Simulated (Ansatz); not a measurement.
**Germanium, bcc: r²SCAN0 after r²SCAN**

Aim: see what exact exchange does to the levels, and what it costs. Spin polarisation is left out. The geometry was relaxed under r²SCAN beforehand and is kept. Exact exchange is dear, so the k-mesh is coarse, and r²SCAN is run on the same mesh for comparison.

Method: DFT, plane waves (500 eV) with PBE-made PAW files, scalar-relativistic; functionals as named at each step, in Ansatz 0.2.0.

### 1 Starting point

It takes space group Im-3m (No. 229, cubic). The conventional cell has a = 3.348 Å, b = 3.348 Å, c = 3.348 Å, α = 90.00°, β = 90.00°, γ = 90.00°. Ge (site symmetry m-3m) has 8 Ge at 2.90 Å as nearest neighbours.

Coordinates:

```cif
data_structure
_symmetry_space_group_name_H-M 'Im-3m'
_symmetry_Int_Tables_number 229
_cell_length_a 3.3477
_cell_length_b 3.3477
_cell_length_c 3.3477
_cell_angle_alpha 90.000
_cell_angle_beta 90.000
_cell_angle_gamma 90.000
_cell_volume 37.52
loop_
_atom_site_label
_atom_site_type_symbol
_atom_site_symmetry_multiplicity
_atom_site_Wyckoff_symbol
_atom_site_fract_x
_atom_site_fract_y
_atom_site_fract_z
_atom_site_occupancy
Ge1 Ge 2 a 0.00000 0.00000 0.00000 1
```

### 2 r²SCAN, coarse mesh

The run with r²SCAN.

Input file input.yaml:

```yaml
crystal:
  lattice:
    - [-1.6738306487, 1.6738306487, 1.6738306487]
    - [1.6738306487, -1.6738306487, 1.6738306487]
    - [1.6738306487, 1.6738306487, -1.6738306487]
  atoms:
    - { symbol: Ge, position: [0.0, 0.0, 0.0] }
hamiltonian:
  xc: r2scan
  pseudopotentials:
    kind: paw
    azcp:
      Ge: "pseudopotentials/Ge.paw.azcp"
basis:
  ecutwfc: 500
  fft_grid_basis: typed
kpoints:
  mp_grid: { grid: [7, 7, 7], shift: [0, 0, 0] }
magnetization:
  spin_polarized: false
scf:
  occupations: { method: fermi_dirac, width: 0.1 }
```

The run is started by

```console
> ansatz run input.yaml --threads 4 --pin off --max-ram 8192MiB --backend cpu --events-out ev --progress --plain --runs-dir out
```

The log of the run:

```text
Warning: RAYON_NUM_THREADS=4 ignored (pool sized by the plan → 4); use --threads N
Engine: ansatz 0.2.0, x86_64-unknown-linux-gnu
Pseudopotentials: kind: paw
Pseudopotential: Ge, paw, valence charge 14, recommended cutoff 500 eV (meta_gga), <dir>
Functional definition: r2SCAN
  parameter k0 = 0.174
  parameter k1 = 0.065
  parameter a1 = 4.9479
  exchange = r2scan_x(k0 = k0, k1 = k1, a1 = a1)
  correlation = r2scan_c
Crystal: 1 atoms, lattice volume = 18.758 Å³
Basis set: ecut = 500 eV, 459 PW (Γ), exchange–correlation on 96×96×96 points (64 copies of the dense FFT grid, shifted against one another)
Bands: 11, of which v1, the nominal top of the filled ones, is band 7 counted from 1 (6 counted from 0)
Symmetry: 48 space group operations
Space group: Im-3m (ITA 229), of the structure as read, at distance tolerance 2.7e-5 Å
k-points: 20 of 343
Non-local potential: Ge, projectors of the file, l = 0: 2, l = 1: 2, l = 2: 3, l = 3: 1
PAW form: soft (Blöchl's): semilocal exchange-correlation on the pseudo side does not see the compensation charge
PAW frozen core: Ge, regenerated for the run's functional (the file was generated under x = pbe(κ = 0.804, μ = 0.2195149727645171), c = pbe(β = 0.06672455060314922))
PAW one-centre angular grid: Ge, 590 points (default); XC on 160 Gauss nodes
Initial density: superposition of atomic densities (neutral atoms: chi_scale 0, normalization atom), corrected by the library's trained network
Initial wavefunctions: pseudopotential atomic-orbital guess
Functional: x = r2scan, c = r2scan; τ floored in thin density (d = 2e-4 eV/Å³)
SCF iter   1: F=—  HF=-4302.353480 eV  |F-HF|=—  |Δ(HF+E_count)|=         —  Δρ=6.34e-3  dr2=2.36e-3  dr2_τ=3.56e-4  ethr=1.77e-3  ⟨swp⟩=5.2  Hψ=1226  notcnv=0
preconditioner: auto → none  [metal: Δε(μ)=0.183 eV  Ē_g=28.382 eV  σ=0.100 eV  W_gap=0.43  n_scr=0 (ndim 8)  ℏωp=32.1 eV  f_vac=0.000  D(μ)=0.63/eV (n_scr^D=0)]
SCF iter   2: F=—  HF=-4302.361340 eV  |F-HF|=—  |Δ(HF+E_count)|=   7.86e-3  Δρ=1.70e-3  dr2=1.85e-4  dr2_τ=8.28e-6  ethr=1.69e-5  ⟨swp⟩=2.0  Hψ=597  notcnv=0  defer=3
SCF iter   3: F=—  HF=-4302.361815 eV  |F-HF|=—  |Δ(HF+E_count)|=   4.75e-4  Δρ=1.05e-3  dr2=7.30e-5  dr2_τ=2.02e-6  ethr=1.32e-6  ⟨swp⟩=2.6  Hψ=320  notcnv=0  defer=3
SCF iter   4: F=—  HF=-4302.362038 eV  |F-HF|=—  |Δ(HF+E_count)|=   2.23e-4  Δρ=9.82e-5  dr2=4.38e-7  dr2_τ=1.68e-8  ethr=5.21e-7  ⟨swp⟩=2.0  Hψ=262  notcnv=0  defer=3
iter 5 did not close the SCF: its close was put off for the readings that it lacked (scf_convergence_deferred on its scf_iter line)
SCF iter   5: F=-4302.362039 eV  HF=-4302.362038 eV  |F-HF|=1.52e-7  |Δ(HF+E_count)|=   3.87e-7  Δρ=1.72e-5  dr2=4.18e-8  dr2_τ=4.00e-10  ethr=3.13e-9  ⟨swp⟩=2.5  Hψ=351  notcnv=0  defer=3
SCF iter   6: F=-4302.362039 eV  HF=-4302.362039 eV  |F-HF|=4.25e-9  |Δ(HF+E_count)|=   1.95e-7  Δρ=2.23e-6  dr2=7.04e-10  dr2_τ=1.84e-11  ethr=2.99e-10  ⟨swp⟩=1.0  Hψ=662  notcnv=0
SCF 1 converged in 6 iterations: F = -4302.362039 eV  dr2 = 7.04e-10
SCF converged after 6 iterations
Free energy (F): -4302.362039 eV
Harris-Foulkes:  -4302.362039 eV  (|F-HF|=4.25e-9)
Internal energy: -4302.342325 eV  (E = F + TS)
E sigma→0 (E₀):  -4302.352182 eV
Entropy (-TS):   -0.019713 eV (-19.713 meV/atom)
Fermi energy:    11.364078 eV
--- Per-component energies (eV) ---
  E_band       = -121.130154
  E_kinetic    = 109.873875
  E_local      = -2123.405325  (includes V_loc(G=0)·N_el)
  E_nonlocal   = 416.310790
  E_hartree    = 929.142334
  E_xc         = -68.964913
  E_vxc        = -68.045918  (∫ρ·V_xc dr)
  E_paw        = -2030.139440  (= ΣΔE_a)
  E_vpaw       = -318.178645  (= ΣTr[D̂ρ^β])
  E_aug_tail   = 0.000014  (compensation charges beyond the density's cutoff)
  E_vtau       = 4.030928  (kinetic-family band-sum trace: ∫τ·v_τ [+ j·A + Jᵃ·Aᵃ] dr)
  E_ewald      = -1534.073895
  E_core_change = -1.085766  (= ΣΔE_core)
  E_smearing   = -0.019713  (= −TS)
  E_closure    = -0.000000  (closes the sum)
  Σ components = -4302.362039   (vs F -4302.362039, Δ=0.00e0)
```

Run time: 0.37 s. Hardware: 4 threads of Intel Xeon 6975P-C (Granite Rapids), shared host; peak memory 0.33 GiB.

### 3 r²SCAN0, coarse mesh

The run with r²SCAN0.

input.yaml, as its differences from that of step 2:

```diff
@@ -8,3 +8,3 @@
 hamiltonian:
-  xc: r2scan
+  xc: r2scan0
   pseudopotentials:
```

The run is started by

```console
> ansatz run input.yaml --threads 4 --pin off --max-ram 8192MiB --backend cpu --events-out ev --progress --plain --runs-dir out
```

The log of the run:

```text
Warning: RAYON_NUM_THREADS=4 ignored (pool sized by the plan → 4); use --threads N
[... 3 set-up lines as earlier in the session ...]
Functional definition: r2SCAN0
  parameter a = 0.25
[... 3 set-up lines as earlier in the session ...]
  exchange = (1 - a)*r2scan_x(k0 = k0, k1 = k1, a1 = a1) + a*exact_x
[... 1 set-up line as earlier in the session ...]
Crystal: 1 atoms, lattice volume = 18.758 Å³
Basis set: ecut = 500 eV, 459 PW (Γ), exchange–correlation on 96×96×96 points (64 copies of the dense FFT grid, shifted against one another)
Bands: 11, of which v1, the nominal top of the filled ones, is band 7 counted from 1 (6 counted from 0)
[... 2 set-up lines as earlier in the session ...]
k-points: 20 of 343
[... 2 set-up lines as earlier in the session ...]
PAW frozen core: Ge, regenerated for the run's functional, and the local potential with it (the file was generated under x = pbe(κ = 0.804, μ = 0.2195149727645171), c = pbe(β = 0.06672455060314922))
[... 3 set-up lines as earlier in the session ...]
Functional: x = r2scan, c = r2scan; τ floored in thin density (d = 2e-4 eV/Å³), warm-up for x = 0.75 r2scan + 0.25 exact, c = r2scan; τ floored in thin density (d = 2e-4 eV/Å³)
SCF iter   1: F=—  HF=-4302.353834 eV  |F-HF|=—  |Δ(HF+E_count)|=         —  Δρ=6.71e-3  dr2=2.64e-3  dr2_τ=3.53e-4  ethr=1.77e-3  ⟨swp⟩=7.3  Hψ=902  notcnv=0
preconditioner: auto → none  [metal: Δε(μ)=0.182 eV  Ē_g=28.384 eV  σ=0.100 eV  W_gap=0.43  n_scr=0 (ndim 8)  ℏωp=32.1 eV  f_vac=0.000  D(μ)=0.63/eV (n_scr^D=0)]
iter 2 solved again at ethr=1.34e-6 eV; its pass at ethr=1.89e-5 eV (dr2=1.88e-4 eV) is discarded
SCF iter   2: F=—  HF=-4302.361919 eV  |F-HF|=—  |Δ(HF+E_count)|=   8.09e-3  Δρ=1.64e-3  dr2=1.88e-4  dr2_τ=8.81e-6  ethr=1.34e-6  ⟨swp⟩=2.0  Hψ=992  notcnv=0
SCF iter   3: F=—  HF=-4302.362368 eV  |F-HF|=—  |Δ(HF+E_count)|=   4.49e-4  Δρ=1.04e-3  dr2=7.38e-5  dr2_τ=2.19e-6  ethr=1.34e-6  ⟨swp⟩=3.0  Hψ=410  notcnv=0
SCF iter   4: F=—  HF=-4302.362601 eV  |F-HF|=—  |Δ(HF+E_count)|=   2.33e-4  Δρ=5.77e-5  dr2=5.46e-7  dr2_τ=1.81e-8  ethr=5.27e-7  ⟨swp⟩=3.1  Hψ=412  notcnv=0
SCF iter   5: F=—  HF=-4302.362601 eV  |F-HF|=—  |Δ(HF+E_count)|=   4.17e-7  Δρ=8.40e-6  dr2=7.80e-9  dr2_τ=3.01e-10  ethr=3.90e-9  ⟨swp⟩=3.5  Hψ=476  notcnv=0
SCF iter   6: F=—  HF=-4302.362601 eV  |F-HF|=—  |Δ(HF+E_count)|=   3.95e-8  Δρ=3.28e-6  dr2=1.03e-9  dr2_τ=2.55e-11  ethr=5.57e-11  ⟨swp⟩=3.6  Hψ=489  notcnv=0
SCF iter   7: F=-4302.362601 eV  HF=-4302.362601 eV  |F-HF|=6.55e-11  |Δ(HF+E_count)|=   8.46e-9  Δρ=3.54e-7  dr2=1.23e-11  dr2_τ=5.93e-13  ethr=7.36e-12  ⟨swp⟩=3.8  Hψ=463  notcnv=0
SCF 1 converged in 7 iterations: F = -4302.362601 eV  dr2 = 1.23e-11
Initial density: handed on by an earlier stage of this run
Initial wavefunctions: those handed on with the density
Functional: x = 0.75 r2scan + 0.25 exact, c = r2scan; τ floored in thin density (d = 2e-4 eV/Å³)
Frozen-core exchange: fock
iter 1 solved again at ethr=2.80e-5 eV; its pass at ethr=1.00e-1 eV (dr2=3.92e-3 eV) is discarded
SCF iter   1: F=—  HF=-4301.305100 eV  |F-HF|=—  |Δ(HF+E_count)|=         —  Δρ=9.07e-3  dr2=5.48e-3  dr2_τ=9.67e-5  ethr=2.80e-5  ⟨swp⟩=4.1  Hψ=1172  notcnv=0
preconditioner: auto → none  [insulator: Δε(μ)=0.371 eV  Ē_g=32.151 eV  σ=0.100 eV  W_gap=0.63  n_scr=0 (ndim 8)  ℏωp=32.1 eV  f_vac=0.000  D(μ)=0.42/eV (n_scr^D=0)]
SCF iter   2: F=—  HF=-4301.304385 eV  |F-HF|=—  |Δ(HF+E_count)|=   7.15e-4  Δρ=3.54e-3  dr2=8.87e-4  dr2_τ=8.38e-6  ethr=2.80e-5  ⟨swp⟩=3.0  Hψ=556  notcnv=0
SCF iter   3: F=—  HF=-4301.304894 eV  |F-HF|=—  |Δ(HF+E_count)|=   5.09e-4  Δρ=1.07e-3  dr2=1.20e-4  dr2_τ=9.05e-7  ethr=6.19e-6  ⟨swp⟩=3.0  Hψ=474  notcnv=0
SCF iter   4: F=—  HF=-4301.304960 eV  |F-HF|=—  |Δ(HF+E_count)|=   6.58e-5  Δρ=4.99e-4  dr2=1.70e-5  dr2_τ=2.87e-7  ethr=8.51e-7  ⟨swp⟩=3.0  Hψ=512  notcnv=0
SCF iter   5: F=-4301.304944 eV  HF=-4301.304946 eV  |F-HF|=1.59e-6  |Δ(HF+E_count)|=   1.44e-5  Δρ=8.52e-5  dr2=6.59e-7  dr2_τ=2.02e-9  ethr=1.21e-7  ⟨swp⟩=3.0  Hψ=552  notcnv=0
SCF 2 stopped early in 5 iterations: F = -4301.304944 eV  dr2 = 6.59e-7
hybrid outer 1: dexx = +4.191e-3 eV, tail = 1.68e-5 eV
Frozen-core exchange: fock
SCF iter   1: F=—  HF=-4301.304862 eV  |F-HF|=—  |Δ(HF+E_count)|=         —  Δρ=1.67e-5  dr2=3.84e-8  dr2_τ=9.23e-9  ethr=6.00e-7  ⟨swp⟩=3.5  Hψ=507  notcnv=0
preconditioner: auto → none  [insulator: Δε(μ)=0.420 eV  Ē_g=32.008 eV  σ=0.100 eV  W_gap=0.62  n_scr=0 (ndim 8)  ℏωp=32.1 eV  f_vac=0.000  D(μ)=0.38/eV (n_scr^D=0)]
SCF iter   2: F=-4301.304863 eV  HF=-4301.304863 eV  |F-HF|=1.87e-8  |Δ(HF+E_count)|=   6.07e-7  Δρ=1.54e-5  dr2=9.50e-9  dr2_τ=1.14e-9  ethr=1.23e-10  ⟨swp⟩=4.2  Hψ=738  notcnv=0
SCF 3 converged in 2 iterations: F = -4301.304863 eV  dr2 = 9.50e-9
hybrid outer 2: dexx = +2.049e-7 eV, tail = 6.80e-8 eV, Δε = 2.44e-3 eV (about 2.03e-4 eV left of the loop's levels)
hybrid SCF converged: 2 outer / 7 inner (+7 warm-up), last move |dexx| = 2.05e-7 eV, tail = 6.80e-8 eV
Stability not checked: this state was not tested for a lower state beside it, because the functional holds exact exchange (a hybrid, or Hartree-Fock), whose exchange loop this test does not read (fock_operator; see scf.lower_state_search)
Free energy (F): -4301.304863 eV
Frozen-core exchange: fock
Harris-Foulkes:  -4301.304863 eV  (|F-HF|=1.87e-8)
Internal energy: -4301.292986 eV  (E = F + TS)
E sigma→0 (E₀):  -4301.298924 eV
Entropy (-TS):   -0.011877 eV (-11.877 meV/atom)
Fermi energy:    11.514564 eV
--- Per-component energies (eV) ---
  E_band       = -161.740959
  E_kinetic    = 109.000505
  E_local      = -2124.639757  (includes V_loc(G=0)·N_el)
  E_nonlocal   = 416.798147
  E_hartree    = 930.910464
  E_xc         = -53.684715
  E_vxc        = -52.305524  (∫ρ·V_xc dr)
  E_exx        = -59.939420  (= α·E_x^exact, valence–valence)
  E_paw        = -1984.536906  (= ΣΔE_a)
  E_vpaw       = -255.326035  (= ΣTr[D̂ρ^β])
  E_aug_tail   = 0.000014  (compensation charges beyond the density's cutoff)
  E_vtau       = 2.790834  (kinetic-family band-sum trace: ∫τ·v_τ [+ j·A + Jᵃ·Aᵃ] dr)
  E_ewald      = -1534.073895
  E_core_change = -1.127423  (= ΣΔE_core)
  E_smearing   = -0.011877  (= −TS)
  E_closure    = -0.000000  (closes the sum)
  Σ components = -4301.304863   (vs F -4301.304863, Δ=0.00e0)
--- Band table (eV; the first three rows and the last of 20) ---
  k-point 0: bands = ["-18.0237", "-18.0237", "-18.0237", "-17.9313", "-17.9313", "-4.6905", "22.1209", "22.1209", "22.1209", "27.8095"]
  k-point 1: bands = ["-18.0298", "-18.0165", "-17.9967", "-17.9376", "-17.9323", "-4.0646", "18.2597", "20.3177", "21.5327", "25.4922"]
  k-point 2: bands = ["-18.0435", "-18.0099", "-17.9441", "-17.9359", "-17.9345", "-2.1938", "11.9827", "18.0444", "20.3047", "23.3606"]
  k-point 19: bands = ["-18.0366", "-18.0311", "-17.9017", "-17.9017", "-17.8990", "6.0506", "10.5115", "10.5115", "10.7743", "16.5980"]
  guard bands above this table: 1 of the run's 11 bands, where the rule asks 2: the bands that hold charge and the lowest empty level above them stay in the table. The solve was not asked for them (output.publish_guard_bands: true or output.eigenvalues: true publishes all)
```

Wall time 3.7 s (4 threads of Intel Xeon 6975P-C (Granite Rapids), shared host); peak memory 0.98 GiB.

### 4 Side by side

```csv
functional,gap on the mesh,Fermi energy (eV),SCF cycles,exchange loops,CPU time
r²SCAN,none (levels filled in part),11.364,6,-,0.76 s
r²SCAN0,none (levels filled in part),11.515,14,2,11 s
```

### 5 Outcome

```
                             quantity                         value
                          r²SCAN: gap  none (levels filled in part)
                         r²SCAN0: gap  none (levels filled in part)
  r²SCAN0: SCF cycles, exchange loops                         14, 2
r²SCAN0: CPU time over that of r²SCAN                            14
         r²SCAN0: relative to diamond                 +689 meV/atom
```

**Reading.** Neither r²SCAN nor r²SCAN0 shows a clean gap on this mesh. r²SCAN0 cost 14 times the CPU time of r²SCAN. The exchange operator of r²SCAN0 was renewed in 2 outer loops. The dense-mesh value adds +26.8 meV/atom, the change that r²SCAN shows between the coarse mesh and its own dense run (not shown). Under r²SCAN0 it lies 689 meV/atom above diamond (computed apart in the same way); on such meshes a few tens of meV are uncertain for metals. Absolute energies differ from functional to functional, by eV per atom at times, and say nothing by themselves.
